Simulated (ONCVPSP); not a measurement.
# Oxygen: generating and testing an ONCV potential

Aim: build the potential from the settings below, then test how well it stands in for the atom: other configurations, scattering, ghost states and the plane-wave cutoff that it needs.

Program: ONCVPSP 4.0.1. Reference atom: PBE, non-relativistic, spherical and spin-unpolarised. All values are calculated.

## (1) Settings

Typed settings, in words:

- element: oxygen (O, Z = 8)
- type: optimised norm-conserving Vanderbilt (ONCV)
- frozen core: none
- valence charge: 8
- reference configuration: 1s2 2s2 2p4
- partial waves: 1s+2s: rc 0.40 bohr, ncon 4, nbas 8, qcut 38.1 1/bohr, 2 projectors; 2p: rc 1.10 bohr, ncon 5, nbas 8, qcut 11.7 1/bohr, 3 projectors, debl 2.3 Ha; d scattering state at 0.23 Ha: rc 0.85 bohr, ncon 4, nbas 8, qcut 10.1 1/bohr, 1 projector
- local potential: polynomial inside 0.35 bohr (lpopt 5, dvloc0 4 Ha)
- core correction: not asked for

## (2) The generation run

Input file O.dat:

```
# ATOM AND REFERENCE CONFIGURATION
# atsym  z   nc   nv     iexc    psfile
  O 8.00    0    3        4      upf
#
#   n    l    f
    1    0    2.00
    2    0    2.00
    2    1    4.00
#
# PSEUDOPOTENTIAL AND OPTIMIZATION
# lmax
    2
#
#   l,   rc,      ep,       ncon, nbas, qcut
    0    0.40    0.00    4    8   38.10
    1    1.10    0.00    5    8   11.70
    2    0.85    0.23    4    8   10.10
#
# LOCAL POTENTIAL
# lloc, lpopt,  rc(5),   dvloc0
    4    5    0.35    4.00
#
# VANDERBILT-KLEINMAN-BYLANDER PROJECTORs
# l, nproj, debl
    0    2    1.00
    1    3    2.30
    2    1    2.40
#
# MODEL CORE CHARGE
# icmod, fcfact, rcfact
    0    0.00    0.00
#
# LOG DERIVATIVE ANALYSIS
# epsh1, epsh2, depsh
  -12.00    5.00    0.04
#
# OUTPUT GRID
# rlmax, drl
    6.00    0.01
#
# TEST CONFIGURATIONS
# ncnf
    4
# nvcnf
#   n    l    f
    3
    1    0    2.00
    2    0    2.00
    2    1    3.00
#
    3
    1    0    2.00
    2    0    2.00
    2    1    2.00
#
    3
    1    0    2.00
    2    0    2.00
    2    1    1.00
#
    3
    1    0    2.00
    2    0    0.00
    2    1    6.00
#
```

On the command line:

```console
$ oncvpspnr.x < O.dat > O.out
```

Before running it: what results should come out? Wanted: cutoffs for 1 and 0.1 mHa per electron, occupied waves; bound ghosts; GHOST(+) flags; largest test error; largest phase difference near zero energy, channels read.

As calculated:

```
                                                quantity                      value
  cutoffs for 1 and 0.1 mHa per electron, occupied waves          483 Ha and 556 Ha
                                            bound ghosts                 none found
                                          GHOST(+) flags         none at low energy
                            largest test error (AE − PS)  +148 meV, for 1s2 2s2 2p1
largest phase difference near zero energy, channels read                  0.000 rad
```

In words: The worst unpolarised test, 1s2 2s2 2p1, is off by 148 meV on 103.9 eV; by total energies transferability rates as fair for so large an energy. That test lies far up in energy; among those under 40 eV, nearer to bonding, the largest error is 16 meV. By its cutoff, 483 Ha for the looser tolerance, it is very hard. At the looser tolerance the 1s wave is the slowest; 2s needs 409 Ha. The program's ghost test flags no bound state. Near zero energy the phases of the channels with partial waves agree within 0.001 rad.
